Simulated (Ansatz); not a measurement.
# AlBrClH3OSi: a ladder of functionals and wavefunction methods

How much do the methods differ for AlBrClH3OSi? The plan is to run it at one geometry with functionals of several rungs and with coupled cluster. The yardstick is the atomisation energy at the CCSD(T) limit.

The runs use Ansatz 0.2.0, Gaussian basis; functionals in def2-TZVPP, the program's frozen cores in correlated methods.

Levels to be run: LDA (SPW92), PBE-D4, revPBE-D4, BLYP-D4, r2SCAN-D4, B97M-V, PBE0-D4, B3LYP-D4, r2SCANh-D4, r2SCAN0-D4, HSE06-D4, BHLYP-D4, CAM-B3LYP-D4, LC-ωPBE, ωB97X-V, ωB97M-V, B2PLYP, PBE-QIDH; CCSD(T)/def2-SVP; CCSD(T)/def2-TZVPP; MP2/def2-QZVPP; extrapolation to the limit; RPA on PBE.

### 1 The relaxed structure

An earlier PBE0-D4 in a triple-zeta def2 set relaxation fixed the geometry.

SMILES `[SiH3][O][Al]([Cl])[Br]`, 8 atoms, charge 0, spin multiplicity 1.

Atoms are counted from 1 here; the program's logs count them from 0.

Bond lengths: Si1–O2 1.630 Å, Si1–H6 1.485 Å, Si1–H7 1.486 Å, Si1–H8 1.485 Å, O2–Al3 1.659 Å, Al3–Cl4 2.073 Å, Al3–Br5 2.230 Å. Angles: O2–Si1–H6 109.5°, O2–Si1–H7 110.0°, O2–Si1–H8 109.4°, H6–Si1–H7 109.2°, H6–Si1–H8 109.4°, H7–Si1–H8 109.3°, Si1–O2–Al3 174.3°, O2–Al3–Cl4 120.1°, O2–Al3–Br5 120.3°, Cl4–Al3–Br5 119.6°.

### 2 LDA

This LDA is Slater exchange with PW92 correlation.

Input file in.yaml:

```yaml
crystal:
  periodic: [false, false, false]
  atoms:
    - {symbol: Si, position_ang: [-1.239229, -0.098543, 0.848945]}
    - {symbol: O, position_ang: [0.138424, -0.095446, -0.022587]}
    - {symbol: Al, position_ang: [1.486511, 0.046469, -0.979767]}
    - {symbol: Cl, position_ang: [2.948002, -1.423790, -0.940077]}
    - {symbol: Br, position_ang: [1.738510, 1.815236, -2.314172]}
    - {symbol: H, position_ang: [-1.746326, -1.488939, 0.971845]}
    - {symbol: H, position_ang: [-2.266072, 0.739003, 0.177360]}
    - {symbol: H, position_ang: [-0.967620, 0.448910, 2.202653]}
basis:
  gaussian: {orbitals: def2-TZVPP}
hamiltonian: {xc: lda}
output: {orbitals: {seedname: orbitals}}
```

Run with:

```bash
$ ansatz run in.yaml --threads 4 --pin off --events-out ev --progress --plain --max-ram 10444MiB
```

Further steps of the session: PBE-D4 (GGA); revPBE-D4 (GGA); BLYP-D4 (GGA); r2SCAN-D4 (meta-GGA); B97M-V (meta-GGA); B3LYP-D4 (hybrid); r2SCANh-D4 (hybrid); r2SCAN0-D4 (hybrid); HSE06-D4 (hybrid); BHLYP-D4 (hybrid); CAM-B3LYP-D4 (range-separated); LC-ωPBE (range-separated); ωB97X-V (range-separated); ωB97M-V (range-separated); B2PLYP (double hybrid); PBE-QIDH (double hybrid); CCSD(T) in def2-SVP; CCSD(T) in def2-TZVPP; MP2 in def2-QZVPP; RPA on PBE orbitals.

Before running them: what should the planned runs give, taken together? Wanted: atomisation energy, CCSD(T)/CBS; farthest beyond LDA; mean size of error, GGA; mean size of error, meta-GGA; mean size of error, hybrid; mean size of error, range-separated; mean size of error, double hybrid; gap, smallest and largest; T1 diagnostic.

The runs gave:

| quantity | value |
| --- | --- |
| atomisation energy, CCSD(T)/CBS | 2749.6 kJ/mol |
| functionals within 27.5 kJ/mol (1.0 %) | r2SCAN-D4, B97M-V, r2SCANh-D4, ωB97X-V, ωB97M-V |
| farthest beyond LDA | revPBE-D4 (-111.3 kJ/mol) |
| mean size of error, GGA | 79.5 kJ/mol |
| mean size of error, meta-GGA | 7.1 kJ/mol |
| mean size of error, hybrid | 60.2 kJ/mol |
| mean size of error, range-separated | 33.0 kJ/mol |
| mean size of error, double hybrid | 56.1 kJ/mol |
| gap, smallest and largest | 5.20 eV (LDA (SPW92)), 12.51 eV (LC-ωPBE) |
| T1 diagnostic | 0.0091 |
| triples share of the correlation energy | 3.5 % |

In words: The LDA atomisation energy is off by 274.1 kJ/mol (10 %): it overbinds. PBE-D4 misses by -47.3 kJ/mol. Double hybrids carry the basis error of their MP2 part in triple zeta, and no dispersion term here, so their miss is partly the set-up's. By mean error the best rung here is meta-GGA (7.1 kJ/mol) and the worst beyond LDA is GGA (79.5 kJ/mol). hybrid functionals lie within the reference's doubt of that worst mean (60.2 kJ/mol), so those two tie. Misses under about 27.5 kJ/mol are within the doubt on the reference itself, which lacks core-valence correlation, relativity and higher excitations, and its outer-core shells are covered unevenly. All levels share the lack of spin-orbit coupling, which lowers the free heavy atoms and so the true binding. Hartree-Fock recovers 76 % of the binding; the rest is correlation. CCSD(T) in def2-SVP is off by -218.5 kJ/mol, worse than the median functional, from the basis alone. The gap grows from 5.2 to 12.5 eV across the functionals, mostly with the share of exact exchange. Correlated methods include outer-core shells of Br, which these sets cover unevenly.
